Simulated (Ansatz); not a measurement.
# Si2H4ClF (SMILES F[SiH]([SiH3])Cl) at BHLYP/def2-SVP

What is the electronic atomisation energy of Si2H4ClF at BHLYP/def2-SVP? 

Program for the calculation: Ansatz 0.2.0.

68 further runs of the same task are left out: 68 set aside as unsound or not needed. Runs told in other sessions of the task aren't counted.

### 1 The structure to begin with

The species is Si2H4ClF (8 atoms), meant as a singlet with charge 0. SMILES: `F[SiH]([SiH3])Cl`. The shape is that of a PBE0-D4/def2-TZVP optimisation.

Bond lengths: F1–Si2 1.597 Å, Si2–Si3 2.339 Å, Si2–Cl4 2.049 Å, Si2–H5 1.481 Å, Si3–H6 1.487 Å, Si3–H7 1.486 Å, Si3–H8 1.485 Å. Some angles: F1–Si2–Si3 109.8°, F1–Si2–Cl4 107.9°, Si3–Si2–Cl4 109.0°, F1–Si2–H5 107.2°, Si3–Si2–H5 115.4°, Cl4–Si2–H5 107.3°, Si2–Si3–H6 110.0°, Si2–Si3–H7 108.3°, Si2–Si3–H8 109.2°, H6–Si3–H7 109.5°.

### 2 The energy at BHLYP/def2-SVP

The input, job.yaml:

```yaml
basis:
  gaussian: {orbitals: def2-SVP}
crystal:
  periodic: [false, false, false]
  atoms:
    - {symbol: F, position_ang: [-1.329000, 1.796800, 0.161200]}
    - {symbol: Si, position_ang: [-0.382900, 0.812800, -0.667700]}
    - {symbol: Si, position_ang: [0.539000, -0.793000, 0.761300]}
    - {symbol: Cl, position_ang: [-1.534100, -0.130100, -2.075900]}
    - {symbol: H, position_ang: [0.596600, 1.655400, -1.392300]}
    - {symbol: H, position_ang: [1.355700, -0.131100, 1.812300]}
    - {symbol: H, position_ang: [1.403500, -1.693800, -0.044400]}
    - {symbol: H, position_ang: [-0.556600, -1.574100, 1.389600]}
output: {orbitals: {seedname: orbitals}}
accuracy: high
hamiltonian: {xc: {name: BHLYP}}
```

The run is started by

```sh
$ ansatz run job.yaml --threads 1 --pin off --max-ram 3480MiB --events-out events.jsonl --progress --plain --runs-dir runs
```

Log:

```text
Warning: RAYON_NUM_THREADS=1 ignored (pool sized by the plan → 1); use --threads N
Functional definition: BHLYP
  name "BHLYP"
  parameter a = 0.5
  exchange = (1 - a)*b88_x + a*exact_x
  correlation = lyp_c
1801 factors; integrals over basis functions are off by at most 5.2e-9 eV
mean field evaluation 1: about -31048.7872 eV, gradient 2.8e1 eV
mean field evaluation 2: about -31048.6295 eV, gradient 3.2e1 eV
mean field evaluation 4: about -31050.1854 eV, gradient 1.6e0 eV
mean field evaluation 8: about -31050.5140 eV, gradient 1.0e-1 eV
mean field evaluation 16: about -31050.5140 eV, gradient 9.3e-6 eV
mean field -31050.51400602 eV, -1141.0853429268 hartree, gradient 2.2e-8 eV, S^2 0.000000; 0 other end points of the search recorded, 0 dependent functions left out
reference -31050.51403383 eV, -1141.0853439490 hartree; 29, 29 occupied and 59, 59 virtual orbitals, 1801 factors
Total energy: -31050.51403383 eV, -1141.0853439490 hartree
```

Wall time 9 s (1 thread of Intel Xeon Platinum 8259CL at 2.50GHz (Skylake/Cascade Lake), shared host); peak memory 0.31 GiB.

### 3 The Cl atom at the same level

The input, input.yaml:

```yaml
crystal:
  periodic: [false, false, false]
  atoms:
    - {symbol: Cl, position_ang: [0.000000, 0.000000, 0.000000]}
basis:
  gaussian:
    orbitals: def2-SVP
magnetization:
  spin_polarized: true
  initial_magnetization: 1
hamiltonian:
  xc: {name: BHLYP}
accuracy: high
```

Run the same way, it converges to -459.99739 Eh (log not shown).

### 4 The F atom at the same level

The input, molecule.yaml:

```yaml
basis:
  gaussian: {orbitals: def2-SVP}
crystal:
  periodic: [false, false, false]
  atoms:
    - {symbol: F, position_ang: [0.000000, 0.000000, 0.000000]}
magnetization: {spin_polarized: true, initial_magnetization: 1}
hamiltonian: {xc: {name: BHLYP}}
accuracy: high
```

Run the same way, it converges to -99.61660 Eh (log not shown).

### 5 The H atom, same level

The input, run.yaml:

```yaml
basis:
  gaussian:
    orbitals: def2-SVP
crystal:
  periodic: [false, false, false]
  atoms:
    - {symbol: H, position_ang: [0.000000, 0.000000, 0.000000]}
magnetization:
  spin_polarized: true
  initial_magnetization: 1
hamiltonian:
  xc: {name: BHLYP}
accuracy: high
```

Run the same way, it converges to -0.49784 Eh (log not shown).

### 6 The Si atom

The input, run.yaml:

```yaml
basis:
  gaussian: {orbitals: def2-SVP}
crystal:
  periodic: [false, false, false]
  atoms:
    - {symbol: Si, position_ang: [0.000000, 0.000000, 0.000000]}
magnetization: {spin_polarized: true, initial_magnetization: 2}
hamiltonian: {xc: {name: BHLYP}}
accuracy: high
```

The run is started by

```sh
$ ansatz run run.yaml --threads 1 --pin off --max-ram 3480MiB --events-out events.jsonl --progress --plain --runs-dir runs
```

Log:

```text
Warning: RAYON_NUM_THREADS=1 ignored (pool sized by the plan → 1); use --threads N
[... 5 set-up lines as earlier in the session ...]
134 factors; integrals over basis functions are off by at most 2.5e-9 eV
mean field evaluation 1: about -7871.6358 eV, gradient 2.2e0 eV
mean field evaluation 2: about -7871.6907 eV, gradient 5.3e-1 eV
mean field evaluation 4: about -7871.6993 eV, gradient 1.1e-1 eV
mean field evaluation 8: about -7871.6995 eV, gradient 5.8e-4 eV
mean field evaluation 16: about -7871.6995 eV, gradient 1.3e-8 eV
mean field -7871.69946712 eV, -289.2796197872 hartree, gradient 1.3e-8 eV, S^2 2.003876; 0 other end points of the search recorded, 0 dependent functions left out
reference -7871.69948210 eV, -289.2796203375 hartree; 8, 6 occupied and 10, 12 virtual orbitals, 134 factors
Total energy: -7871.69948210 eV, -289.2796203375 hartree
```

Wall time 0.56 s (1 thread of Intel Xeon Platinum 8259CL at 2.50GHz (Skylake/Cascade Lake), shared host); peak memory 0.1 GiB.

### 7 Outcome

Level: BHLYP/def2-SVP.

```
                     quantity           value
       molecule: total energy  -1141.08534 Eh
        molecule: HOMO energy        -9.48 eV
        molecule: LUMO energy         0.72 eV
      molecule: HOMO–LUMO gap        10.20 eV
        Cl atom: total energy   -459.99739 Eh
                Cl atom: ⟨S²⟩           0.753
         F atom: total energy    -99.61660 Eh
                 F atom: ⟨S²⟩           0.751
         H atom: total energy     -0.49784 Eh
                 H atom: ⟨S²⟩           0.750
        Si atom: total energy   -289.27962 Eh
                Si atom: ⟨S²⟩           2.004
electronic atomisation energy       25.055 eV
```

**Reading.** Taking the molecule apart into free atoms costs 25.06 eV (578 kcal/mol), before zero-point energy and without spin-orbit coupling.
